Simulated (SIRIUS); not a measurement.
Input of a SIRIUS 7.12.0 run:

sirius.json

```json
{
  "control": {
    "processing_unit": "cpu",
    "verbosity": 2,
    "num_bands_to_print": 32,
    "print_forces": true,
    "print_stress": true
  },
  "parameters": {
    "electronic_structure_method": "pseudopotential",
    "xc_functionals": ["XC_GGA_X_PBE", "XC_GGA_C_PBE"],
    "gk_cutoff": 8.0,
    "pw_cutoff": 22.6,
    "ngridk": [3, 3, 2],
    "shiftk": [0, 0, 0],
    "smearing": "fermi_dirac",
    "smearing_width": 0.0018374661,
    "num_bands": 32,
    "num_mag_dims": 0,
    "num_dft_iter": 100,
    "energy_tol": 1e-08,
    "density_tol": 1e-06
  },
  "iterative_solver": {
    "type": "davidson",
    "min_tolerance": 1e-10
  },
  "mixer": {
    "type": "anderson",
    "beta": 0.7,
    "max_history": 8
  },
  "settings": {
    "tol_ne": 1e-10
  },
  "unit_cell": {
    "lattice_vectors": [
      [7.935394634312, 0.210080853275, 0.317795242378],
      [3.620715254783, 7.353529063279, 0.237500779343],
      [3.327524246547, 2.367052046445, 12.042582085358]
    ],
    "atom_coordinate_units": "lattice",
    "atom_types": ["H", "Pb", "N", "O"],
    "atom_files": {
      "O": "O.json",
      "H": "H.json",
      "Pb": "Pb.json",
      "N": "N.json"
    },
    "atoms": {
      "H": [
        [0.89145, 0.68202, 0.62796]
      ],
      "Pb": [
        [0.14426, 0.92872, 0.88352]
      ],
      "N": [
        [0.2567, 0.28861, 0.30171]
      ],
      "O": [
        [0.83108, 0.65056, 0.78405],
        [0.38694, 0.2238, 0.11295],
        [0.31104, 0.03576, 0.45856],
        [0.07726, 0.60633, 0.32275]
      ]
    }
  }
}
```

Potentials or basis: JTH 2.0 PBE (PAW).

Launch:

```console
$ upf_to_json O.GGA_PBE-JTH.UPF
$ upf_to_json H.GGA_PBE-JTH.UPF
$ upf_to_json Pb.GGA_PBE-JTH.UPF
$ upf_to_json N.GGA_PBE-JTH.UPF
$ OMP_NUM_THREADS=4 sirius.scf --input=sirius.json --output=out.json --task=0
```

Task: Predict the largest force.

Result: 0.070 eV/Å.

Task: Estimate the band gap on the k mesh.

Result: 2.85 eV, direct.

Task: Estimate the pressure.

Result: -0.4 GPa.

Forces on the atoms (eV/Å):
```
H    0.001 -0.002 -0.040
Pb   0.001  0.004  0.001
N    0.001 -0.019 -0.023
O    0.000  0.001  0.037
O   -0.004  0.026  0.065
O   -0.003  0.034 -0.033
O    0.006 -0.044 -0.006
```

Caveat: the k mesh is coarse (spacing up to 0.57 Å⁻¹), so the values aren't converged; spin-orbit coupling is left out, which as a rule narrows the gap of such compounds by several tenths of an eV; an odd mesh through Γ misses points on the zone boundary, where band edges often lie.
